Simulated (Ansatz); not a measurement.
# C8H24GeSi2: small, medium and large basis sets

An exercise on one series of results from a longer session: the logs are not shown, and one member is left open.

Method: one geometry, several basis sets; program: Ansatz 0.2.0, Gaussian basis.

Levels to be run: PBE0-D4/def2-SVP; ωB97M-V/def2-SVP; PBE0-D4/def2-QZVPP; ωB97M-V/def2-QZVPP; the functionals' def2-TZVPP values are taken from earlier runs.

## The geometry

An earlier PBE0-D4 in a triple-zeta def2 set relaxation fixed the geometry.

SMILES `C[Si](C)(C)[CH2][GeH2][CH2][Si](C)(C)C`, 35 atoms, charge 0, spin multiplicity 1.

Atoms are counted from 1 here; the program's logs count them from 0.

Bond lengths: C1–Si2 1.875 Å, C1–H12 1.094 Å, C1–H13 1.094 Å, C1–H14 1.093 Å, Si2–C3 1.875 Å, Si2–C4 1.876 Å, Si2–C5 1.876 Å, C3–H15 1.094 Å, C3–H16 1.093 Å, C3–H17 1.094 Å, C4–H18 1.093 Å, C4–H19 1.094 Å, C4–H20 1.093 Å, C5–Ge6 1.958 Å, C5–H21 1.096 Å, C5–H22 1.096 Å, Ge6–C7 1.958 Å, Ge6–H23 1.545 Å and more. Angles: Si2–C1–H12 110.8°, Si2–C1–H13 111.2°, Si2–C1–H14 111.6°, H12–C1–H13 107.7°, H12–C1–H14 107.8°, H13–C1–H14 107.6°, C1–Si2–C3 109.7°, C1–Si2–C4 109.2°, C1–Si2–C5 109.8°, C3–Si2–C4 109.2°, C3–Si2–C5 109.8°, C4–Si2–C5 109.2°, Si2–C3–H15 111.2°, Si2–C3–H16 111.5°, Si2–C3–H17 110.8°, H15–C3–H16 107.6°, H15–C3–H17 107.7°, H16–C3–H17 107.8° and more.

The first run:

Contents of in.yaml:

```yaml
crystal:
  periodic: [false, false, false]
  atoms:
    - {symbol: C, position_ang: [0.011750, 1.858524, -3.366603]}
    - {symbol: Si, position_ang: [1.578824, 1.552317, -2.383863]}
    - {symbol: C, position_ang: [2.411356, -0.013029, -2.993631]}
    - {symbol: C, position_ang: [2.746261, 3.002718, -2.616837]}
    - {symbol: C, position_ang: [1.162490, 1.380895, -0.562286]}
    - {symbol: Ge, position_ang: [-0.057113, -0.072916, -0.080799]}
    - {symbol: C, position_ang: [-0.374006, -0.113625, 1.850710]}
    - {symbol: Si, position_ang: [-1.523090, -1.456969, 2.479915]}
    - {symbol: C, position_ang: [-3.214838, -1.263341, 1.695216]}
    - {symbol: C, position_ang: [-0.819365, -3.142439, 2.056596]}
    - {symbol: C, position_ang: [-1.686679, -1.307078, 4.343143]}
    - {symbol: H, position_ang: [0.239696, 2.003637, -4.426218]}
    - {symbol: H, position_ang: [-0.507524, 2.753544, -3.012629]}
    - {symbol: H, position_ang: [-0.683213, 1.018793, -3.286271]}
    - {symbol: H, position_ang: [3.317356, -0.227316, -2.419828]}
    - {symbol: H, position_ang: [1.750818, -0.879348, -2.905789]}
    - {symbol: H, position_ang: [2.698398, 0.083419, -4.044390]}
    - {symbol: H, position_ang: [2.291232, 3.934944, -2.271008]}
    - {symbol: H, position_ang: [3.010497, 3.131373, -3.670343]}
    - {symbol: H, position_ang: [3.673532, 2.856731, -2.055983]}
    - {symbol: H, position_ang: [2.085829, 1.234314, 0.008887]}
    - {symbol: H, position_ang: [0.714733, 2.313869, -0.202636]}
    - {symbol: H, position_ang: [0.540888, -1.422784, -0.535911]}
    - {symbol: H, position_ang: [-1.400088, 0.111793, -0.821725]}
    - {symbol: H, position_ang: [-0.770810, 0.866841, 2.136207]}
    - {symbol: H, position_ang: [0.601766, -0.212517, 2.338938]}
    - {symbol: H, position_ang: [-3.169500, -1.379038, 0.609344]}
    - {symbol: H, position_ang: [-3.637122, -0.276833, 1.906114]}
    - {symbol: H, position_ang: [-3.910855, -2.012588, 2.082496]}
    - {symbol: H, position_ang: [-1.455394, -3.939528, 2.451457]}
    - {symbol: H, position_ang: [0.179193, -3.271680, 2.483432]}
    - {symbol: H, position_ang: [-0.738593, -3.283808, 0.975836]}
    - {symbol: H, position_ang: [-2.351402, -2.077492, 4.744209]}
    - {symbol: H, position_ang: [-0.715814, -1.415723, 4.834383]}
    - {symbol: H, position_ang: [-2.095912, -0.333362, 4.626170]}
basis:
  gaussian: {orbitals: def2-SVP}
hamiltonian: {xc: pbe0, dispersion: d4}
output: {orbitals: {seedname: orbitals}}
```

Among the steps run: PBE0-D4 in def2-SVP; ωB97M-V in def2-SVP; PBE0-D4 in def2-QZVPP; ωB97M-V in def2-QZVPP.

One of the session's tables, all rows but one given; the rest of the session is left out.

It belongs to the step «Density functionals: the series». 

```
functional       basis  HOMO (eV)  LUMO (eV)
   PBE0-D4    def2-SVP      -7.49       1.28
   PBE0-D4  def2-TZVPP      -7.49       0.81
   PBE0-D4  def2-QZVPP      -7.50       0.41
   ωB97M-V    def2-SVP          ?          ?
   ωB97M-V  def2-TZVPP      -9.63       2.16
   ωB97M-V  def2-QZVPP      -9.63       1.52
```

Q: Estimate the row for ωB97M-V, def2-SVP from the others.

**Answer.** HOMO (eV): -9.61; LUMO (eV): 2.85. In the column «HOMO (eV)» it lies between ωB97M-V, def2-QZVPP (-9.63) and PBE0-D4, def2-QZVPP (-7.50).
